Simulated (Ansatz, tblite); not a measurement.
# The cluster Br₂Cd₇CuTe₇: rung by rung

An exercise on one series of results from a longer session: the logs are not shown, and one member is left open.

Computed with Ansatz 0.2.0, Gaussian basis. Level: as each input shows.

Plan: GFN1-xTB, GFN2-xTB, PBE-D4/def2-SVP, r2SCAN-D4/def2-SVP, HF/def2-SVP, r2SCAN0-D4/def2-SVP, B97M-V/def2-SVP, r2SCAN-D4/def2-mTZVP.

1 further run of the same task is left out (for a known fault of the program). Runs told in other sessions of the task aren't counted.

## The relaxed structure

The geometry is that of the doublet, from an earlier relaxation (PBE-D4/def2-SVP).

17 atoms, charge 0, spin multiplicity 2.

Bond lengths: Te1–Cd8 2.855 Å, Te1–Cd11 2.879 Å, Te1–Cd14 3.270 Å, Te1–Cd15 2.906 Å, Te2–Cd10 2.804 Å, Te2–Cd11 2.818 Å, Te2–Cd13 2.786 Å, Te3–Cd9 2.704 Å, Te3–Cd14 2.761 Å, Te4–Cu12 2.592 Å, Te4–Cd13 2.779 Å, Te4–Cd14 2.841 Å, Te5–Cd8 2.754 Å, Te5–Cd10 2.806 Å, Te5–Cd15 2.933 Å, Te6–Cd10 2.887 Å, Te6–Cu12 2.644 Å, Te6–Cd13 2.936 Å and more. Angles: Cd8–Te1–Cd11 69.2°, Cd8–Te1–Cd14 139.9°, Cd8–Te1–Cd15 78.0°, Cd11–Te1–Cd14 70.7°, Cd11–Te1–Cd15 102.4°, Cd14–Te1–Cd15 109.2°, Cd10–Te2–Cd11 86.4°, Cd10–Te2–Cd13 73.9°, Cd11–Te2–Cd13 80.9°, Cd9–Te3–Cd14 75.2°, Cu12–Te4–Cd13 61.4°, Cu12–Te4–Cd14 98.1°, Cd13–Te4–Cd14 93.1°, Cd8–Te5–Cd10 80.3°, Cd8–Te5–Cd15 79.2°, Cd10–Te5–Cd15 68.7°, Cd10–Te6–Cu12 104.9°, Cd10–Te6–Cd13 70.5° and more.

Cd, Te take a core potential in the def2 sets. No spin-orbit coupling is included.

PBE0-D4/def2-SVP was run before; its log isn't repeated, and its numbers join the tables.

The first run:

Tight binding, by tblite at 300 K electronic temperature and without a spin-polarisation term:

```python
tblite.interface.Calculator('GFN1-xTB', numbers, positions, charge=0, uhf=1).singlepoint()
```

Tight binding, by tblite at 300 K electronic temperature and without a spin-polarisation term:

```python
tblite.interface.Calculator('GFN2-xTB', numbers, positions, charge=0, uhf=1).singlepoint()
```

start.molden holds the orbitals of an earlier run on this state, given as this run's starting guess.

The input, in.yaml:

```yaml
crystal:
  periodic: [false, false, false]
  atoms:
    - {symbol: Te, position_ang: [-1.985255, -0.340442, 0.061643]}
    - {symbol: Te, position_ang: [2.211575, -1.133467, -2.661533]}
    - {symbol: Te, position_ang: [-1.986510, -1.777722, 4.083749]}
    - {symbol: Te, position_ang: [2.140419, -0.939345, 2.604657]}
    - {symbol: Te, position_ang: [-1.230811, 2.898590, -2.849126]}
    - {symbol: Te, position_ang: [2.425474, 2.683681, -0.279579]}
    - {symbol: Te, position_ang: [-0.345888, 3.183750, 2.624803]}
    - {symbol: Cd, position_ang: [-2.235290, 0.338875, -2.700500]}
    - {symbol: Cd, position_ang: [-1.002951, 0.630643, 3.346361]}
    - {symbol: Cd, position_ang: [1.166525, 1.466976, -2.575645]}
    - {symbol: Cd, position_ang: [-0.243108, -1.965598, -1.554331]}
    - {symbol: Cu, position_ang: [1.407363, 1.414705, 1.804964]}
    - {symbol: Cd, position_ang: [2.581289, -0.239534, -0.048809]}
    - {symbol: Cd, position_ang: [-0.261178, -2.330917, 2.001007]}
    - {symbol: Cd, position_ang: [-0.685381, 2.256442, -0.039748]}
    - {symbol: Br, position_ang: [-1.910715, -2.008067, -3.841816]}
    - {symbol: Br, position_ang: [-0.045559, -4.138562, 0.023891]}
basis:
  gaussian: {orbitals: def2-SVP, fitting: {mean_field: def2-universal-jkfit}, initial_orbitals: start.molden}
magnetization: {spin_polarized: true, initial_magnetization: 1}
hamiltonian: {xc: pbe, dispersion: d4}
scf: {omitted_lower_state_checks: [starts]}
output: {forces: true, orbitals: {seedname: orbitals}}
```

Started as:

```console
$ ansatz run in.yaml --threads 2 --pin off --events-out ev --progress --plain --max-ram 32768MiB --backend cuda --devices 0, --max-vram 18GiB
```

Steps of the session up to this table: PBE-D4/def2-SVP; r2SCAN-D4/def2-SVP; HF/def2-SVP; r2SCAN0-D4/def2-SVP; B97M-V/def2-SVP; r2SCAN-D4/def2-mTZVP.

One table of the session follows, with a row left open; its other results are not shown here.

It belongs to the step «Binding energy». 

| level | binding an atom (eV) |
| --- | --- |
| HF/def2-SVP | ? |
| PBE-D4/def2-SVP | 2.053 |
| r2SCAN-D4/def2-SVP | 2.046 |
| r2SCAN-D4/def2-mTZVP | 2.012 |
| B97M-V/def2-SVP | 1.861 |
| PBE0-D4/def2-SVP | 2.015 |
| r2SCAN0-D4/def2-SVP | 1.981 |

Estimate the missing values for HF/def2-SVP.

As computed: binding an atom (eV): 1.049. In the column «binding an atom (eV)» it is the lowest.

To keep in mind: Free atoms were run apart at each level; binding is atoms less cluster, divided by the number of atoms, without zero-point or spin-orbit terms.
